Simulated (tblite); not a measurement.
# O10Zr5: the cost of one run

Programs: tblite 0.8.0 and PySCF 2.14.0, with routines of our own; each step states its level. All values are computed. Atoms count from 0.

## Step 1: The starting structure

15 atoms, charge 0, multiplicity 1; geometry from: GFN2-xTB.

## Step 2: Md: GFN2-xTB Langevin dynamics

What the job is given:

```
{"job": {"kind": "md", "xc": "GFN2-xTB", "basis": "xTB", "temperature": 600, "steps": 1000, "every": 50, "frames": 3}, "charge": 0, "multiplicity": 1}
Zr     0.194258     2.316351    -1.429374
Zr    -1.636775    -0.294352    -1.087078
Zr     1.898207    -0.361588    -0.788987
Zr    -0.260002     1.212834     1.551280
Zr    -0.655640    -1.911384     1.439247
O     -0.320843    -3.480554     2.185084
O      0.095493    -1.063390    -1.170501
O      0.225864     2.895498     0.404026
O     -0.853326    -0.252256     2.656291
O     -1.209059     1.349942    -2.317207
O     -1.690937     1.027127     0.296791
O      3.381469    -1.277540    -1.046691
O     -2.195080    -1.730434     0.069283
O      1.805321     1.409330    -1.763686
O      1.218204     0.165310     0.988376
```

With the program's defaults for keys left out, this is: GFN2-xTB Langevin dynamics, gas phase.

Started as:

```console
> OMP_NUM_THREADS=1 python large_run.py task.json out
```

The driver reads the jobs from task.json and runs them one after another.

**Question.** How long does this run take on 1 thread of Arm Neoverse V1, shared host?

About 20 s.
